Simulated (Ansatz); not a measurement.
## C, space group R-3m: a test of the smearing width, step by step

With the Python package of Ansatz (0.2.0).

The script reads `c.cif`:
```cif
data_C
_cell_length_a 8.404129
_cell_length_b 8.404129
_cell_length_c 8.404129
_cell_angle_alpha 16.87564
_cell_angle_beta 16.87564
_cell_angle_gamma 16.87564
_symmetry_space_group_name_H-M 'P 1'
_symmetry_Int_Tables_number 1
loop_
_symmetry_equiv_pos_as_xyz
'x, y, z'
loop_
_atom_site_label
_atom_site_type_symbol
_atom_site_fract_x
_atom_site_fract_y
_atom_site_fract_z
C1 C    0.912827    0.912827    0.912827
C2 C    0.246150    0.246150    0.246150
C3 C    0.753850    0.753850    0.753850
C4 C    0.087173    0.087173    0.087173
```

Notebook, run cell by cell (the value of a cell's last expression is shown):

**Cell 1**
```python
import ansatz as az
from ase.io import read
from tabulate import tabulate
```

**Cell 2**
```python
atoms = read("c.cif")
crystal = az.Crystal.from_ase(atoms)
```

**Cell 3**
```python
calculation = crystal.calculation()
calculation = calculation.functional(az.Functional.R2SCAN)
calculation = calculation.pseudopotentials("paw")
calculation = calculation.kpoints(mesh=(12, 12, 12))
```

**Cell 4**
```python
rows = []
for value in [0.25, 0.15, 0.1, 0.05, 0.025]:
    rep = calculation.occupations("methfessel_paxton", width=value).run(threads=1).report
    rows.append((value, rep["free_energy_ev"] / len(rep["lattice"]["sites"]), rep["n_iterations"], rep["n_kpoints"]))
```
Output:
```text
DeckWarning: basis.ecutwfc = 500 eV, auto-derived from the records' recommended cutoffs: set by C (their level for a meta-GGA)
```

**Cell 5**
```python
print(tabulate(rows, headers=["width (eV)", "F/atom (eV)", "iterations", "k-points"], floatfmt=".4f", tablefmt="plain"))
```
Output:
```text
  width (eV)    F/atom (eV)    iterations    k-points
      0.2500      -251.6566             6         189
      0.1500      -251.6566             6         189
      0.1000      -251.6566             8         189
      0.0500      -251.6567             8         189
      0.0250      -251.6567             8         189
```

**Cell 6**
```python
# differences from the last row
for row in rows[:-1]:
    shift = 1000 * (row[1] - rows[-1][1])
    print(f"{row[0]}: {shift:+.2f} meV/atom" + ("  (within 1 meV)" if abs(shift) < 1 else ""))
```
Output:
```text
0.25: +0.05 meV/atom  (within 1 meV)
0.15: +0.10 meV/atom  (within 1 meV)
0.1: +0.05 meV/atom  (within 1 meV)
0.05: +0.00 meV/atom  (within 1 meV)
```

Notes:
- Cold and Methfessel-Paxton smearing aren't meant for a gap as narrow as their width.
- Warnings are shown shortened and without file and line.
- Run time: 49 s on 1 thread of Arm Neoverse V2 (shared host), peak memory 0.54 GiB.
